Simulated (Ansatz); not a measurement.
# BClH4SeSi: vertical energies of changing the electron count from a Python script

What does it cost to change the electron count of BClH4SeSi? The task is vertical energies of changing the electron count, for BClH4SeSi. SMILES: [SiH3]B(Cl)[SeH].

All numbers are computed with Ansatz 0.2.0, driven from Python. Level of theory: r2SCAN0/def2-SVP.

## Step 1: Starting point

Bond lengths: Si1–B2 1.882 Å, B2–Cl3 1.827 Å, B2–Se4 1.972 Å, Si1–H5 1.516 Å, Si1–H6 1.515 Å, Si1–H7 1.484 Å, Se4–H8 1.561 Å. Angles: Si1–B2–Cl3 119.0°, Si1–B2–Se4 121.7°, Cl3–B2–Se4 119.3°, B2–Si1–H5 110.6°, B2–Si1–H6 111.2°, B2–Si1–H7 112.4°, H5–Si1–H6 106.1°, H5–Si1–H7 108.6°, H6–Si1–H7 107.7°, B2–Se4–H8 89.0°.

The script holds or builds the structure itself.

## Step 2: The script

bclh4sesi.py

```python
# -*- coding: utf-8 -*-
import ansatz as az

BASIS_SET = "def2-SVP"
XC = "r2scan0"


def energy_of(molecule, charge=0, unpaired=0):
    calc = (
        molecule.calculation()
        .basis(gaussian=BASIS_SET)
        .functional(XC)
    )
    if charge:
        calc = calc.charge(charge)
    if unpaired:
        calc = calc.spin("collinear", total=unpaired)
    return calc.run(threads=1).report["free_energy_ev"]

GEOMETRY = """
Si   -0.02080    1.09370   -0.31860
B     0.51840   -0.65610    0.11530
Cl    1.79950   -1.46650   -0.90470
Se   -0.23290   -1.61720    1.66410
H    -0.60300    1.14020   -1.71730
H    -1.11840    1.57380    0.60950
H     1.09670    2.06610   -0.23820
H    -1.34730   -2.19110    0.73410
"""


def main():
    bclh4sesi = az.Crystal.molecule()
    for line in GEOMETRY.strip().splitlines():
        symbol, *xyz = line.split()
        bclh4sesi = bclh4sesi.atom(symbol, [float(v) for v in xyz])

    parent = energy_of(bclh4sesi, 0, 0)
    cation = energy_of(bclh4sesi, 1, 1)
    print(f"E(N)   = {parent:.5f} eV")
    print(f"E(N-1) = {cation:.5f} eV  (1 unpaired)")
    print(f"vertical ionisation energy {cation - parent:.3f} eV")


if __name__ == "__main__":
    main()
```

## Step 3: What the engine is handed

The engine receives this input (first run):

```yaml
crystal:
  periodic: [false, false, false]
  atoms:
    - { symbol: Si, position_ang: [-0.0208, 1.0937, -0.3186] }
    - { symbol: B, position_ang: [0.5184, -0.6561, 0.1153] }
    - { symbol: Cl, position_ang: [1.7995, -1.4665, -0.9047] }
    - { symbol: Se, position_ang: [-0.2329, -1.6172, 1.6641] }
    - { symbol: H, position_ang: [-0.603, 1.1402, -1.7173] }
    - { symbol: H, position_ang: [-1.1184, 1.5738, 0.6095] }
    - { symbol: H, position_ang: [1.0967, 2.0661, -0.2382] }
    - { symbol: H, position_ang: [-1.3473, -2.1911, 0.7341] }
basis:
  gaussian:
    orbitals: def2-SVP
hamiltonian:
  xc: r2scan0
```

## Step 4: Launch

Command:

```sh
$ python bclh4sesi.py
```

The log of the run:

```text
E(N)   = -86474.27800 eV
E(N-1) = -86465.13504 eV  (1 unpaired)
vertical ionisation energy 9.143 eV
```

Run time: 27 s. Hardware: 1 thread of Arm Neoverse V1, shared host; peak memory 0.43 GiB.

## Step 5: Inputs of later runs

The engine's inputs for the other runs:

Run 2, against run 1:

```diff
@@ -16,0 +17,4 @@
+magnetization:
+  spin_polarized: true
+  initial_magnetization: 1.0
+total_charge: 1.0
```

## Step 6: Run by run

The 2 runs, in the order started:

```
run                system  unpaired or total moment  energy (eV)  <S²>  SCF cycles  CPU time (s)
  1             BClH4SeSi                   not set  -86474.2780  0.00          16           6.9
  2  BClH4SeSi, charge +1                         1  -86465.1350  0.76          31            19
```

Totals carry meaning only in balanced differences at one level of theory.

## Step 7: Outcome

```
                  quantity     value
vertical ionisation energy  9.143 eV
             runs compared         2
```

The ionisation energy is a difference of two total energies at the neutral geometry. At this unrelaxed geometry removing an electron costs 9.14 eV. The geometry is a force-field or estimated start, not a minimum of this method, and the basis set is short of its limit. All parts are taken at fixed geometry, without zero-point energy. At an unrelaxed start these energies can be a whole eV from those at the minimum, and a small affinity can change sign.
